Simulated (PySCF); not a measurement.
# GaH8NSSi: the cost of one run

The runs use PySCF 2.14.0, with density-fitted response routines of our own; the level of theory stands in each step. All values are computed, except where a source is named. Atoms count from 0, in the outputs and in this text.

### Step 1. The molecule as given

12 atoms, charge 0, multiplicity 1; geometry from: PBE0-D3(BJ)/def2-SVP.

Bonds of the start (Å): N0–Ga1 2.13, Ga1–S2 2.28, S2–Si3 2.12, N0–H4 1.02, N0–H5 1.02, N0–H6 1.02, Ga1–H7 1.57, Ga1–H8 1.57, Si3–H9 1.49, Si3–H10 1.49, Si3–H11 1.51.

### Step 2. Nuclear shieldings: PBE0/pcSseg-2

What the job is given:

```
{"job": {"kind": "nmr", "xc": "PBE0", "basis": "pcSseg-2", "pop": false}, "charge": 0, "multiplicity": 1}
N     -1.733438     0.310483     0.332448
Ga    -0.546179    -1.419498    -0.049307
S      1.235795    -0.745011     1.209292
Si     1.994859     0.658993    -0.189601
H     -1.901837     0.387363     1.335801
H     -2.632821     0.346370    -0.147998
H     -1.190656     1.130397     0.053599
H     -0.341380    -1.278669    -1.603259
H     -1.380776    -2.547731     0.652289
H      2.501649     0.037027    -1.450444
H      3.098743     1.439433     0.446136
H      0.936781     1.652783    -0.598630
```

Method: GIAO PBE0/pcSseg-2 NMR shielding, non-relativistic, gas phase.

The run is started by

```console
$ OMP_NUM_THREADS=1 python probes_run.py task.json out
```

The driver reads the jobs from task.json and runs them one after another.

**Question.** How long does this first job take on 1 thread of Intel Xeon Platinum 8259CL at 2.50GHz, shared host, and how much memory does it need?

About 60 s, with a peak of 1.2 GiB.
